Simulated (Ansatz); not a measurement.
# AlAs+ (doublet): from Hartree-Fock to the top rungs at distance Al1–As2 = 2.035 Å, cc-pVDZ

How much of the correlation energy of AlAs+ (doublet) does each wave-function method recover here?

Method: cc-pVDZ, core rule «outside noble gas», up to 19 orbitals frozen; program: Ansatz 0.2.0, Gaussian basis.

The runs, in order: UHF; CCSD(T) on ROHF; CCSD(T) on UHF; BCCD(T) on ROHF; CISD; CCSDT(Q) on ROHF; CCSDT(Q) on UHF; CASSCF and MRCISD+Q, 3 electrons in 3 orbitals; CASSCF and NEVPT2, 3 electrons in 3 orbitals; Full CI.

28 further runs of the same task are left out: 8 for a known fault of the program, 13 that didn't finish, 7 set aside as unsound or not needed.

## Step 1: What is computed

The geometry derives from a PBE0/def2-TZVP stationary point (not a proven minimum). One bond is set to the value named and the two fragments are kept rigid. No spin-orbit coupling is included. The filled d shell of As may be among the frozen orbitals whatever the setting's name suggests; the logs give the count.

2 atoms, charge 1, spin multiplicity 2.

Atoms are counted from 1 here; the program's logs count them from 0.

Bond lengths: Al1–As2 2.035 Å.

## Step 2: UHF

File in.yaml:

```yaml
crystal:
  periodic: [false, false, false]
  atoms:
    - {symbol: Al, position_ang: [0.000000, 0.000000, 0.000000]}
    - {symbol: As, position_ang: [0.000000, 0.000000, 2.035000]}
basis:
  gaussian: {orbitals: cc-pVDZ}
total_charge: 1
magnetization: {spin_polarized: true, initial_magnetization: 1}
hamiltonian: {xc: hf}
output: {orbitals: {seedname: orbitals}}
```

The run is started by

```
ansatz run in.yaml --threads 1 --pin off --events-out ev --progress --plain --max-ram 2393MiB
```

Further steps of the session: CCSD(T) on ROHF; CCSD(T) on UHF; BCCD(T) on ROHF; CISD; CCSDT(Q) on ROHF; CCSDT(Q) on UHF; CASSCF and MRCISD+Q, 3 electrons in 3 orbitals; CASSCF and NEVPT2, 3 electrons in 3 orbitals; Full CI.

**Question.** What will the summary of the whole plan be? Wanted: FCI below the RHF energy; RMP2 from FCI; UMP2 from FCI; RCCSD from FCI; RCCSD(T) from FCI; UCCSD(T) from FCI; RCCSDT(Q) from FCI; UCCSDT(Q) from FCI; T1 diagnostic.

**Answer**, as computed:

| quantity | value |
| --- | --- |
| FCI below the RHF energy | -4.3327 eV |
| RMP2 from FCI | +881.5 meV |
| UMP2 from FCI | +927.9 meV |
| RCCSD from FCI | +290.1 meV |
| RCCSD(T) from FCI | +57.1 meV |
| UCCSD(T) from FCI | +56.6 meV |
| RCCSDT(Q) from FCI | +1.8 meV |
| UCCSDT(Q) from FCI | -4.4 meV |
| levels within 1 kcal/mol (43 meV) | RCCSDT, UCCSDT, RCCSDT(Q), UCCSDT(Q) |
| T1 diagnostic | 0.036 |
| effectively unpaired electrons | 1.26 |

**Reading.** RCCSD(T) lands +57.1 meV from the yardstick (1.3 % of the correlation energy). UCCSDT(Q) falls below full CI: unrestricted runs freeze a spin-polarised core, another one than full CI's, and coupled cluster isn't variational. The occupations show some static correlation. Coupled cluster took another determinant than the lowest Hartree-Fock one. These misses are within one basis, not against nature; the frozen cores of restricted and unrestricted runs differ, which can shift their rows.
